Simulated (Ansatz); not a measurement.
# AlGaH6NO2P: ionisation energy by level of theory

How much energy removes an electron from AlGaH6NO2P at fixed geometry? The cation is run at each level and the neutral's energy taken from earlier runs.

Method: unrestricted cation, the program's frozen cores in correlated methods; program: Ansatz 0.2.0, Gaussian basis.

Levels to be run: UKS PBE-D4/def2-TZVPP; UKS r2SCAN-D4/def2-TZVPP; UKS PBE0-D4/def2-TZVPP; UKS B3LYP-D4/def2-TZVPP; UKS wB97X-V/def2-TZVPP; UKS wB97M-V/def2-TZVPP; UKS B2PLYP/def2-TZVPP; UHF-CCSD(T)/def2-TZVPP; UHF-MP2/def2-QZVPP; extrapolation to the limit; then −ε(HOMO) from the neutral's earlier runs with LDA (SPW92), PBE-D4, revPBE-D4, BLYP-D4, r2SCAN-D4, B97M-V, PBE0-D4, B3LYP-D4, r2SCANh-D4, r2SCAN0-D4, HSE06-D4, BHLYP-D4, CAM-B3LYP-D4, LC-ωPBE, ωB97X-V, ωB97M-V.

### Step 1. The relaxed structure

The geometry comes from an earlier relaxation with PBE0-D4 in a triple-zeta def2 set; it is a stationary point, not always the lowest conformer.

SMILES `N[PH][Ga]([OH])[O][AlH2]`, 12 atoms, charge 0, spin multiplicity 1.

Atoms are counted from 1 here; the program's logs count them from 0.

Bond lengths: N1–P2 1.706 Å, N1–H7 1.007 Å, N1–H8 1.009 Å, P2–Ga3 2.314 Å, P2–H9 1.423 Å, Ga3–O4 1.785 Å, Ga3–O5 1.789 Å, O4–H10 0.961 Å, O5–Al6 1.680 Å, Al6–H11 1.593 Å, Al6–H12 1.580 Å. Angles: P2–N1–H7 113.8°, P2–N1–H8 121.9°, H7–N1–H8 111.6°, N1–P2–Ga3 103.9°, N1–P2–H9 100.8°, Ga3–P2–H9 93.1°, P2–Ga3–O4 124.9°, P2–Ga3–O5 120.9°, O4–Ga3–O5 114.2°, Ga3–O4–H10 112.2°, Ga3–O5–Al6 143.7°, O5–Al6–H11 117.9°, O5–Al6–H12 120.0°, H11–Al6–H12 122.1°.

As a file:

```
atom     x (Å)     y (Å)     z (Å)
  N1   0.10416  -1.79529   1.29742
  P2   1.62380  -1.07244   1.01775
 Ga3   1.13019   0.76313  -0.30248
  O4   2.25000   2.11269  -0.63334
  O5  -0.43954   0.88818  -1.15221
 Al6  -2.03775   0.37160  -1.12501
  H7   0.01932  -2.72277   0.91492
  H8  -0.75721  -1.27704   1.21069
  H9   1.76689  -0.28595   2.19470
 H10   1.87215   2.75823  -1.23624
 H11  -2.54830  -0.40353   0.16999
 H12  -2.98372   0.66319  -2.35621
```

### Step 2. Cation, UKS PBE-D4/def2-TZVPP

File in.yaml:

```yaml
crystal:
  periodic: [false, false, false]
  atoms:
    - {symbol: N, position_ang: [0.104165, -1.795287, 1.297416]}
    - {symbol: P, position_ang: [1.623797, -1.072437, 1.017753]}
    - {symbol: Ga, position_ang: [1.130190, 0.763132, -0.302476]}
    - {symbol: O, position_ang: [2.249999, 2.112692, -0.633336]}
    - {symbol: O, position_ang: [-0.439542, 0.888180, -1.152207]}
    - {symbol: Al, position_ang: [-2.037751, 0.371596, -1.125005]}
    - {symbol: H, position_ang: [0.019321, -2.722769, 0.914923]}
    - {symbol: H, position_ang: [-0.757205, -1.277043, 1.210689]}
    - {symbol: H, position_ang: [1.766893, -0.285954, 2.194700]}
    - {symbol: H, position_ang: [1.872151, 2.758231, -1.236243]}
    - {symbol: H, position_ang: [-2.548297, -0.403525, 0.169987]}
    - {symbol: H, position_ang: [-2.983720, 0.663195, -2.356213]}
basis:
  gaussian: {orbitals: def2-TZVPP}
total_charge: 1
magnetization: {spin_polarized: true, initial_magnetization: 1}
hamiltonian: {xc: pbe, dispersion: d4}
```

Started as:

```
$ ansatz run in.yaml --threads 2 --pin off --events-out ev --progress --plain --max-ram 32768MiB --backend cuda --devices 0, --max-vram 18GiB
```

After this run come: Cation, UKS r2SCAN-D4/def2-TZVPP; Cation, UKS PBE0-D4/def2-TZVPP; Cation, UKS B3LYP-D4/def2-TZVPP; Cation, UKS wB97X-V/def2-TZVPP; Cation, UKS wB97M-V/def2-TZVPP; Cation, UKS B2PLYP (frozen core)/def2-TZVPP; Cation, UHF-CCSD(T)/def2-TZVPP; Cation, UHF-MP2/def2-QZVPP.

Before running them: what should the planned runs give, taken together? Wanted: ionisation energy, CCSD(T)/CBS; nearest functional by difference; nearest −ε(HOMO); −ε(HOMO) of PBE; T1 of the cation.

The runs gave:

```
                        quantity               value
  ionisation energy, CCSD(T)/CBS             9.31 eV
nearest functional by difference  ωB97X-V (-0.20 eV)
                nearest −ε(HOMO)  ωB97X-V (-0.05 eV)
                 −ε(HOMO) of PBE             5.90 eV
                T1 of the cation               0.039
```

**Reading.** Energy differences with functionals land within 0.83 eV of the reference. The PBE orbital energy is 3.4 eV too small: a semilocal HOMO is no ionisation energy. Among orbital estimates ωB97X-V comes nearest. Hartree-Fock falls 1.09 eV short, as the neutral has more correlation energy than the cation. The cation's T1 (from the report) is 0.039, near the customary mark of 0.045 for open shells, so the coupled-cluster value is less safe. Correlated methods include outer-core shells of Ga, which these sets cover unevenly. With outer-core shells in play the reference is unsure by up to some tenths of an eV, so close misses can't be ranked.
